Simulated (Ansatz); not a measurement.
**CH₆F₂GeOSi: small, medium and large basis sets**

The task here is to estimate one member of a computed series from the others.

Computed with Ansatz 0.2.0, Gaussian basis. Level: one geometry, several basis sets.

Plan: PBE0-D4/def2-SVP; ωB97M-V/def2-SVP; PBE0-D4/def2-QZVPP; ωB97M-V/def2-QZVPP; the functionals' def2-TZVPP values are taken from earlier runs.

## The geometry

All runs share one geometry, relaxed beforehand with PBE0-D4 in a triple-zeta def2 set.

SMILES `CO[Si](F)(F)[GeH3]`, 12 atoms, charge 0, spin multiplicity 1.

Atoms are counted from 1 here; the program's logs count them from 0.

Bond lengths: C1–O2 1.417 Å, C1–H7 1.093 Å, C1–H8 1.093 Å, C1–H9 1.090 Å, O2–Si3 1.613 Å, Si3–F4 1.593 Å, Si3–F5 1.593 Å, Si3–Ge6 2.363 Å, Ge6–H10 1.534 Å, Ge6–H11 1.535 Å, Ge6–H12 1.534 Å. Angles: O2–C1–H7 110.9°, O2–C1–H8 110.9°, O2–C1–H9 107.9°, H7–C1–H8 109.2°, H7–C1–H9 109.0°, H8–C1–H9 109.0°, C1–O2–Si3 127.3°, O2–Si3–F4 110.1°, O2–Si3–F5 110.0°, O2–Si3–Ge6 109.3°, F4–Si3–F5 104.3°, F4–Si3–Ge6 111.5°, F5–Si3–Ge6 111.5°, Si3–Ge6–H10 109.6°, Si3–Ge6–H11 109.9°, Si3–Ge6–H12 109.6°, H10–Ge6–H11 109.2°, H10–Ge6–H12 109.3° and more.

Set-up of the first run:

in.yaml reads:

```yaml
crystal:
  periodic: [false, false, false]
  atoms:
    - {symbol: C, position_ang: [-0.783059, -2.159008, 0.379255]}
    - {symbol: O, position_ang: [-0.668915, -0.776291, 0.090768]}
    - {symbol: Si, position_ang: [0.679908, 0.108009, 0.055413]}
    - {symbol: F, position_ang: [1.712906, -0.512859, -0.985951]}
    - {symbol: F, position_ang: [1.429755, 0.015470, 1.457634]}
    - {symbol: Ge, position_ang: [0.136050, 2.341258, -0.490971]}
    - {symbol: H, position_ang: [-0.412559, -2.380421, 1.383610]}
    - {symbol: H, position_ang: [-0.227241, -2.756498, -0.348104]}
    - {symbol: H, position_ang: [-1.838437, -2.425758, 0.324314]}
    - {symbol: H, position_ang: [-0.538738, 2.385185, -1.868108]}
    - {symbol: H, position_ang: [1.410719, 3.195064, -0.526117]}
    - {symbol: H, position_ang: [-0.823590, 2.910451, 0.562057]}
basis:
  gaussian: {orbitals: def2-SVP}
hamiltonian: {xc: pbe0, dispersion: d4}
output: {orbitals: {seedname: orbitals}}
```

The run is started by

```
> ansatz run in.yaml --threads 4 --pin off --events-out ev --progress --plain --max-ram 11315MiB
```

Among the steps run: PBE0-D4 in def2-SVP; ωB97M-V in def2-SVP; PBE0-D4 in def2-QZVPP; ωB97M-V in def2-QZVPP.

One table of the session follows, with a row left open; its other results are not shown here.

It belongs to the step «Functionals by basis». 

| functional | basis | HOMO (eV) | LUMO (eV) |
| --- | --- | --- | --- |
| PBE0-D4 | def2-SVP | -8.78 | 0.51 |
| PBE0-D4 | def2-TZVPP | -8.85 | 0.31 |
| PBE0-D4 | def2-QZVPP | -8.87 | 0.21 |
| ωB97M-V | def2-SVP | -10.83 | 2.42 |
| ωB97M-V | def2-TZVPP | ? | ? |
| ωB97M-V | def2-QZVPP | -10.95 | 1.70 |

Estimate the missing values for ωB97M-V, def2-TZVPP.

As computed: HOMO (eV): -10.93; LUMO (eV): 2.14. In the column «HOMO (eV)» it lies between ωB97M-V, def2-QZVPP (-10.95) and ωB97M-V, def2-SVP (-10.83).
